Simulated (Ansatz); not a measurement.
What does this script print? It uses the Ansatz DFT code, driven from Python.

The script reads `ch4bclsn.xyz`:
```text
8

Cl   -2.18020    1.60950   -1.06440
Sn   -0.12520    0.60050   -1.08280
B     0.31020    0.06400    1.15290
C     0.12940   -1.03120    0.09800
H     1.26990    1.53380   -1.60480
H     0.57850    0.40020    2.27690
H     0.96830   -1.67110   -0.11000
H    -0.85880   -1.56270    0.27830
```

Script `energy.py`:
```python
from pathlib import Path

import ansatz as az
import numpy as np

BASIS_SET = "def2-SVP"
XC = "pbe"

geometry = az.Crystal.molecule_from_extxyz("ch4bclsn.xyz")

model = (
    geometry.calculation()
    .basis(gaussian=BASIS_SET)
    .functional(XC)
    .forces()
    .orbitals()
)
res = model.run(threads=1, runs_dir="out")
report = res.report

print("reference energy %16.6f eV" % report["reference_energy_ev"])
print("total energy     %16.6f eV" % report["free_energy_ev"])
print("occupied orbitals outside the frozen core (up, down):", report["n_occupied"], " frozen:", report["n_frozen"], " virtual:", report["n_virtual"])

symbols = [site.symbol for site in geometry.cartesian_sites]
forces = np.array(report["forces_ev_ang"])
print("largest force", round(float(np.linalg.norm(forces, axis=1).max()), 4), "eV/A, rms", round(float(np.sqrt((forces ** 2).mean())), 4))

charges = report["charge_distribution"]
dipole = np.array(charges["dipole_moment_e_ang"]) * 4.803205
print("dipole (D): {:.3f} {:.3f} {:.3f}, length {:.3f}".format(*dipole, np.linalg.norm(dipole)))
print("atom  Mulliken   Lowdin")
for symbol, m, l in zip(symbols, charges["mulliken_charges_e"], charges["lowdin_charges_e"]):
    print(f"{symbol:4s} {m:9.3f} {l:8.3f}")

lines = Path(report["orbitals_path"]).read_text().splitlines()
field_of = lambda key: [line.split("=")[1].strip() for line in lines if line.startswith(key)]
orbitals = [(27.211386 * float(e), s, float(n)) for e, s, n in zip(field_of("Ene="), field_of("Spin="), field_of("Occup="))]
homo = max(e for e, _, n in orbitals if n > 0.5)
lumo = min(e for e, _, n in orbitals if n < 0.5)
for e, spin, n in sorted(orbitals):
    if homo - 6 < e < lumo + 5:
        print(f"{spin:6s} {e:10.3f} eV  occupation {n:.0f}")
```

```console
$ python energy.py
reference energy    -20116.858478 eV
total energy        -20116.858478 eV
occupied orbitals outside the frozen core (up, down): [27, 27]  frozen: 0  virtual: [65, 65]
largest force 3.3563 eV/A, rms 1.0229
dipole (D): 1.494 -2.169 0.447, length 2.671
atom  Mulliken   Lowdin
Cl      -0.231    0.108
Sn       0.227   -0.057
B       -0.056   -0.162
C       -0.178   -0.028
H       -0.031   -0.028
H        0.050    0.005
H        0.100    0.060
H        0.119    0.101
Alpha      -9.808 eV  occupation 2
Alpha      -8.666 eV  occupation 2
Alpha      -8.064 eV  occupation 2
Alpha      -7.500 eV  occupation 2
Alpha      -7.135 eV  occupation 2
Alpha      -4.295 eV  occupation 2
Alpha      -3.096 eV  occupation 0
Alpha      -2.413 eV  occupation 0
Alpha      -0.219 eV  occupation 0
Alpha       0.461 eV  occupation 0
Alpha       1.071 eV  occupation 0
Alpha       1.854 eV  occupation 0
```

Notes:
- Total energies depend on the basis set; only differences at equal settings carry meaning.
- The geometry is a force-field or estimated start, not a minimum of this method, and the basis set is short of its limit.
- def2 sets replace the cores of elements past krypton by effective core potentials.
- The Löwdin charges here are taken after orthogonalising the functions within each atom; they differ from plain Löwdin charges, and their signs can be unphysical.
- Alpha marks a spatial orbital of a restricted run, filled by both spins.
- Levels such as HOMO and LUMO are orbital energies: with these approximate functionals they aren't the ionisation energy and electron affinity, and their gap isn't the fundamental gap.
- The whole script took 3.7 s on 1 thread of Arm Neoverse V2, on a shared host, peak memory 0.19 GiB.

(Lines on the test bed's own set-up are left out of the output.)
